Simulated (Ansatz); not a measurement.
**C2H5BClF (SMILES BC(F)CCl): PBE-QIDH/def2-SVP**

Aim: the vertical ionisation energy of C2H5BClF at PBE-QIDH/def2-SVP, from 2 runs. 

Program for the calculation: Ansatz 0.2.0.

123 further runs of the same task are left out: 123 set aside as unsound or not needed.

**1. Starting point**

The species is C2H5BClF (10 atoms), meant as a singlet with charge 0. As SMILES, `BC(F)CCl`. Geometry: relaxed at PBE0-D4/def2-TZVP. This is one conformer, not always the lowest.

Bond lengths: B1–C2 1.558 Å, C2–F3 1.386 Å, C2–C4 1.509 Å, C4–Cl5 1.782 Å, B1–H6 1.192 Å, B1–H7 1.195 Å, C2–H8 1.109 Å, C4–H9 1.090 Å, C4–H10 1.089 Å. Some angles: B1–C2–F3 113.9°, B1–C2–C4 115.3°, F3–C2–C4 109.7°, C2–C4–Cl5 112.6°, B1–C2–H8 102.6°, F3–C2–H8 107.0°, C4–C2–H8 107.5°, C2–B1–H6 120.8°, C2–B1–H7 118.2°, C2–C4–H9 110.7°.

**2. A single-point energy at PBE-QIDH/def2-SVP**

File job.yaml:

```yaml
crystal:
  periodic: [false, false, false]
  atoms:
    - {symbol: B, position_ang: [-1.309200, -0.711700, -0.281200]}
    - {symbol: C, position_ang: [0.178900, -0.496800, 0.126500]}
    - {symbol: F, position_ang: [0.520300, -1.080300, 1.336000]}
    - {symbol: C, position_ang: [0.655300, 0.934900, 0.100000]}
    - {symbol: Cl, position_ang: [2.428700, 1.067800, 0.206300]}
    - {symbol: H, position_ang: [-2.010300, -1.450800, 0.336900]}
    - {symbol: H, position_ang: [-1.707400, -0.172300, -1.270600]}
    - {symbol: H, position_ang: [0.728500, -1.046200, -0.665100]}
    - {symbol: H, position_ang: [0.248500, 1.491800, 0.943700]}
    - {symbol: H, position_ang: [0.349800, 1.412800, -0.829700]}
basis:
  gaussian:
    orbitals: def2-SVP
accuracy: high
hamiltonian:
  xc: {name: PBE-QIDH}
output: {orbitals: {seedname: orbitals}}
correlation:
  frozen_orbitals: {B: 1, C: 1, Cl: 5, F: 1, H: 0}
```

Launch:

```console
$ ansatz run job.yaml --threads 1 --pin off --max-ram 3480MiB --events-out events.jsonl --progress --plain --runs-dir runs
```

Output:

```text
Warning: RAYON_NUM_THREADS=1 ignored (pool sized by the plan → 1); use --threads N
Functional definition: PBE-QIDH
  name "PBE-QIDH"
  parameter a = 3^(-1/3)
  parameter c = 1/3
  exchange = (1 - a)*pbe_x + a*exact_x
  correlation = (1 - c)*pbe_c + c*(mp2_os + mp2_ss)
2335 factors; integrals over basis functions are off by at most 4.1e-9 eV
mean field evaluation 1: about -18038.7447 eV, gradient 2.2e1 eV
mean field evaluation 2: about -18038.8258 eV, gradient 2.2e1 eV
mean field evaluation 4: about -18040.0070 eV, gradient 3.1e0 eV
mean field evaluation 8: about -18040.0269 eV, gradient 1.9e-1 eV
mean field evaluation 16: about -18040.0270 eV, gradient 8.1e-5 eV
mean field -18040.02701264 eV, -662.9587647452 hartree, gradient 3.5e-8 eV, S^2 0.000000; 0 other end points of the search recorded, 0 dependent functions left out
9 core orbitals not correlated: weight in the atoms' cores, before any rotation towards them, 1.000 or more for the frozen orbitals, at most 0.000 for the correlated occupied ones
reference -18040.02701358 eV, -662.9587647796 hartree; 15, 15 occupied and 75, 75 virtual orbitals, 2335 factors
second order -20.68598381 eV of doubles, -0.00000000 eV of singles
Total energy: -18046.92234152 eV, -663.2121634075 hartree
```

Wall time 14 s (1 thread of Arm Neoverse V2, shared host); peak memory 0.36 GiB.

**3. The doublet cation**

File run.yaml:

```yaml
basis:
  gaussian:
    orbitals: def2-SVP
crystal:
  periodic: [false, false, false]
  atoms:
    - {symbol: B, position_ang: [-1.309200, -0.711700, -0.281200]}
    - {symbol: C, position_ang: [0.178900, -0.496800, 0.126500]}
    - {symbol: F, position_ang: [0.520300, -1.080300, 1.336000]}
    - {symbol: C, position_ang: [0.655300, 0.934900, 0.100000]}
    - {symbol: Cl, position_ang: [2.428700, 1.067800, 0.206300]}
    - {symbol: H, position_ang: [-2.010300, -1.450800, 0.336900]}
    - {symbol: H, position_ang: [-1.707400, -0.172300, -1.270600]}
    - {symbol: H, position_ang: [0.728500, -1.046200, -0.665100]}
    - {symbol: H, position_ang: [0.248500, 1.491800, 0.943700]}
    - {symbol: H, position_ang: [0.349800, 1.412800, -0.829700]}
accuracy: high
hamiltonian:
  xc: {name: PBE-QIDH}
output:
  orbitals: {seedname: orbitals}
magnetization:
  spin_polarized: true
  initial_magnetization: 1
total_charge: 1
correlation:
  frozen_orbitals: {B: 1, C: 1, Cl: 5, F: 1, H: 0}
```

Launch:

```console
$ ansatz run run.yaml --threads 1 --pin off --max-ram 3480MiB --events-out events.jsonl --progress --plain --runs-dir runs
```

Output (excerpt; [...] marks lines left out):

```text
Warning: RAYON_NUM_THREADS=1 ignored (pool sized by the plan → 1); use --threads N
[... 2 set-up lines as earlier in the session ...]
[...]
2331 factors; integrals over basis functions are off by at most 4.1e-9 eV
[...]
mean field -18029.01569989 eV, -662.5541064651 hartree, gradient 1.4e-8 eV, S^2 0.756151; 4 other end points of the search recorded, 0 dependent functions left out
9 core orbitals not correlated: weight in the atoms' cores, before any rotation towards them, 1.000 or more for the frozen orbitals, at most 0.000 for the correlated occupied ones
reference -18029.01570086 eV, -662.5541065008 hartree; 15, 14 occupied and 75, 76 virtual orbitals, 2331 factors
second order -20.11220354 eV of doubles, -0.00000000 eV of singles
Total energy: -18035.71976870 eV, -662.8004764499 hartree
```

It took 48 s on 1 thread of Arm Neoverse V2, shared host; peak memory 0.54 GiB.

**4. What came out**

Level: PBE-QIDH/def2-SVP, 9 core orbitals frozen.

```
                                                                quantity          value
                                          singlet C2H5BClF: total energy  -663.21216 Eh
                     singlet C2H5BClF: HOMO energy (SCF part's orbitals)      -10.67 eV
                     singlet C2H5BClF: LUMO energy (SCF part's orbitals)       -0.04 eV
                   singlet C2H5BClF: HOMO–LUMO gap (SCF part's orbitals)       10.63 eV
                                            doublet cation: total energy  -662.80048 Eh
doublet cation: HOMO energy (SCF part's orbitals) (highest over α and β)      -16.84 eV
 doublet cation: LUMO energy (SCF part's orbitals) (lowest over α and β)      -11.30 eV
                                                    doublet cation: ⟨S²⟩          0.756
                      vertical ionisation energy (to the doublet cation)      11.203 eV
```

Removing an electron at fixed nuclei costs 11.20 eV (1081 kJ/mol). The negative HOMO energy of the first species, 10.67 eV, lies 0.54 eV below that difference.
